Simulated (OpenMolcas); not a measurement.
# A workflow on B

Wanted: a series of 9 runs (ROHF/def2-SVP, CASSCF(3,4)/def2-SVP, CASPT2(3,4)/def2-SVP, CASPT2[IPEA 0](3,4)/def2-SVP, SC-NEVPT2(3,4)/def2-SVP, PC-NEVPT2(3,4)/def2-SVP, MC-PDFT[tPBE](3,4)/def2-SVP, MC-PDFT[ftPBE](3,4)/def2-SVP, and more) of B. 

Program for the calculation: OpenMolcas 26.06.

106 further runs of the same task are left out: 106 set aside as unsound or not needed.

## 1. The energy at ROHF/def2-SVP (run 1)

Contents of step1.input:

```
&GATEWAY
  BasLib=$CurrDir
  Coord
  1
  angstrom
  B        0.000000       0.000000       0.000000
  Basis=def2-SVP
  Group=NoSym

&SEWARD

&SCF
  UHF
  Spin=2
  PrOrbitals=1

&RASSCF
  FileOrb=$Project.UnaOrb
  Spin=2
  Nactel=1 0 0
  Inactive=2
  Ras2=1
  OutOrbitals=Canonical
  OrbListing=Nothing
```

The basis set def2-SVP is read from a file made from the Basis Set Exchange's data (not shown).

Run with:

```
export MOLCAS_MEM=1860
pymolcas step1.input > step1.log
```

The log of the run:

```text
--- Start Module: gateway ---
[...]
--- Stop Module: gateway /rc=_RC_ALL_IS_WELL_ ---
[...]
      Basis functions           14
[...]
--- Start Module: scf ---
[...]
       Convergence after   8 Iterations
[...]
::    Total SCF energy                                -24.5005548242
[...]
      Total spin, S                                     0.5028143485
[...]
--- Stop Module: scf /rc=_RC_ALL_IS_WELL_ ---
--- Start Module: rasscf ---
[...]
      Number of active orbitals                  1
[...]
      Spin quantum number                      0.5
[...]
      Active orbitals                            1
[...]
      Number of CSFs                             1
[...]
      Number of root(s) required                 1
[...]
      Convergence after  7 iterations
[...]
      printout of CI-coefficients larger than  0.05 for root  1
      energy=     -24.497578
      conf/sym  1     Coeff  Weight
             1  u   1.00000 1.00000
      Natural orbitals and occupation numbers for root  1
      sym 1:   1.000000
      ************************************************************************************************************************
      *                                                    Final results                                                     *
[...]
::    RASSCF root number  1 Total energy:    -24.49757764
[...]
      Total electronic charge=    5.000000
      Total            charge=    0.000000
[...]
      Dipole Moment (debye):
      Origin of the operator (angstrom)=    0.0000    0.0000    0.0000
                   X=  4.0722E-16               Y=  5.1574E-16               Z=  5.4175E-16           Total=  8.5165E-16
      Quadrupole Moment (debye*angstrom):
[...]
--- Stop Module: rasscf /rc=_RC_ALL_IS_WELL_ ---
[...]
```

It took 2.1 s on 1 thread of Intel Xeon Platinum 8375C at 2.90GHz (Ice Lake), shared host; peak memory 0.37 GiB.

## 2. The B atom: the energy at CASSCF(3,4)/def2-SVP (run 2)

Contents of step2.input:

```
&GATEWAY
  BasLib
  $CurrDir
  Coord
  1
  angstrom
  B        0.000000       0.000000       0.000000
  Basis
  def2-SVP
  Group
  NoSym

&SEWARD

&RASSCF
  FileOrb
  $CurrDir/step1.RasOrb
  Spin
  2
  Nactel
  3 0 0
  Inactive
  1
  Ras2
  4
  OrbListing
  Nothing
```

The basis set def2-SVP is read from a file made from the Basis Set Exchange's data (not shown).

Run with:

```
export MOLCAS_MEM=1860
pymolcas step2.input > step2.log
```

The log of the run:

```text
--- Start Module: gateway ---
[...]
--- Stop Module: gateway /rc=_RC_ALL_IS_WELL_ ---
--- Start Module: seward ---
[...]
      Basis functions           14
--- Stop Module: seward /rc=_RC_ALL_IS_WELL_ ---
--- Start Module: rasscf ---
[...]
      Number of active orbitals                  4
[...]
      Spin quantum number                      0.5
[...]
      Active orbitals                            4
[...]
      Number of CSFs                            20
[...]
      Number of root(s) required                 1
[...]
      Convergence after  9 iterations
[...]
      printout of CI-coefficients larger than  0.05 for root  1
      energy=     -24.531665
      conf/sym  1111     Coeff  Weight
             1  2u00  -0.97112 0.94308
            15  0u20  -0.16871 0.02846
            18  0u02  -0.16871 0.02846
      Natural orbitals and occupation numbers for root  1
      sym 1:   1.886151   1.000000   0.056925   0.056925
      ************************************************************************************************************************
      *                                                    Final results                                                     *
[...]
::    RASSCF root number  1 Total energy:    -24.53166521
[...]
      Total electronic charge=    5.000000
      Total            charge=   -0.000000
[...]
      Dipole Moment (debye):
      Origin of the operator (angstrom)=    0.0000    0.0000    0.0000
                   X=  2.1422E-14               Y=  9.7185E-15               Z= -9.3115E-15           Total=  2.5299E-14
      Quadrupole Moment (debye*angstrom):
[...]
--- Stop Module: rasscf /rc=_RC_ALL_IS_WELL_ ---
[...]
```

Wall time 1.7 s (1 thread of Intel Xeon Platinum 8375C at 2.90GHz (Ice Lake), shared host); peak memory 0.37 GiB.

Runs 3 to 7 aren't shown in full; the table further down has their settings and results.

## 3. The B atom: a single-point energy at MC-PDFT[ftPBE](3,4)/def2-SVP (run 8)

Contents of step8.input:

```
* B MC-PDFT
&GATEWAY
BasLib
$CurrDir
Coord
1
angstrom
B        0.000000       0.000000       0.000000
Basis
def2-SVP
Group
NoSym
&SEWARD
&RASSCF
FileOrb
$CurrDir/step2.RasOrb
Spin
2
Nactel
3 0 0
Inactive
1
Ras2
4
OrbListing
Nothing
&MCPDFT
KSDFT
FT:PBE
```

The basis set def2-SVP is read from a file made from the Basis Set Exchange's data (not shown).

Run the same way, it converges to -24.59470 Eh (log not shown).

## 4. The B atom: the energy at MRCI(3,4)/def2-SVP (run 9)

Contents of step9.input:

```
&gateway
  baslib=$CurrDir
  coord
  1
  angstrom
  B        0.000000       0.000000       0.000000
  basis=def2-SVP
  group=NoSym

&seward

&rasscf
  fileorb=$CurrDir/step2.RasOrb
  spin=2
  nactel=3 0 0
  inactive=1
  ras2=4
  orblisting=Nothing

&motra
  lumorb
  frozen=1

&guga
  electrons=3
  spin=2
  inactive=0
  active=4
  ciall=1

&mrci
  sdci
```

The basis set def2-SVP is read from a file made from the Basis Set Exchange's data (not shown).

Run the same way, it converges to -24.55873 Eh (log not shown).

## 5. Overview of the runs

```
run                         level   active rule  inactive  energy (Eh)  dipole moment (D) of the reference  wall time
  1                 ROHF/def2-SVP             –         –   -24.497578                                0.00      2.1 s
  2          CASSCF(3,4)/def2-SVP  full valence         1   -24.531665                                0.00      1.7 s
  3          CASPT2(3,4)/def2-SVP  full valence         1   -24.551362                                0.00      1.7 s
  4  CASPT2[IPEA 0](3,4)/def2-SVP  full valence         1   -24.554062                                0.00      1.7 s
  5       SC-NEVPT2(3,4)/def2-SVP  full valence         1   -24.551458                                0.00      1.7 s
  6       PC-NEVPT2(3,4)/def2-SVP  full valence         1   -24.551497                                0.00      1.7 s
  7   MC-PDFT[tPBE](3,4)/def2-SVP  full valence         1   -24.585077                                0.00      1.8 s
  8  MC-PDFT[ftPBE](3,4)/def2-SVP  full valence         1   -24.594698                                0.00      1.8 s
  9            MRCI(3,4)/def2-SVP  full valence         1   -24.558727                                0.00      1.8 s
```

## 6. Outcome

```
                                     quantity         value
                  B atom, run 9: total energy  -24.55873 Eh
B atom, run 9: dipole moment (CASSCF density)        0.00 D
```

**Reading.** Below the ROHF energy at the same shape and in the same basis (def2-SVP): CASSCF(3,4) -34.1 mEh; CASPT2(3,4) -53.8 mEh; CASPT2[IPEA 0](3,4) -56.5 mEh; SC-NEVPT2(3,4) -53.9 mEh; PC-NEVPT2(3,4) -53.9 mEh; MRCI(3,4) -61.1 mEh. Active-space methods hold only the correlation inside their space unless a perturbation or CI step follows. All runs together took 16 s, the longest 2.1 s.
